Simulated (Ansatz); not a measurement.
# TiC (septet): from Hartree-Fock to the top rungs, def2-QZVPP

The task here is to estimate one member of a computed series from the others.

Program: Ansatz 0.2.0, Gaussian basis. Level of theory: def2-QZVPP, core rule «outside noble gas», up to 10 orbitals frozen. These are calculated values, not measurements.

To be run: UHF; ROHF; CCSD(T) on UHF.

### The geometry

The geometry is a PBE0/def2-TZVP stationary point (not a proven minimum) of the parent state, kept for this charge and spin.

2 atoms, charge 0, spin multiplicity 7.

Atoms are counted from 1 here; the program's logs count them from 0.

Bond lengths: Ti1–C2 1.805 Å.

Set-up of the first run:

in.yaml reads:

```yaml
crystal:
  periodic: [false, false, false]
  atoms:
    - {symbol: Ti, position_ang: [0.000000, 0.000000, 0.000000]}
    - {symbol: C, position_ang: [0.000000, 0.000000, 1.805200]}
basis:
  gaussian: {orbitals: "def2-QZVPP.json"}
magnetization: {spin_polarized: true, initial_magnetization: 6}
hamiltonian: {xc: hf}
output: {orbitals: {seedname: orbitals}}
```

Run with:

```bash
> ansatz run in.yaml --threads 1 --pin off --events-out ev --progress --plain --max-ram 3968MiB --backend cpu
```

Steps of the session up to this table: UHF; ROHF; CCSD(T) on UHF.

One table of the session follows, with a row left open; its other results are not shown here.

It belongs to the step «Misses and costs». 

```
  method  from UCCSD(T) (meV)
    ROHF                    ?
     UHF              +4449.7
    UMP2               +841.0
   UCCSD               +204.3
UCCSD(T)                    0
```

Q: Estimate the row for ROHF from the others.

The run gave: from UCCSD(T) (meV): +4601.5. In the column «from UCCSD(T) (meV)» it is the highest.
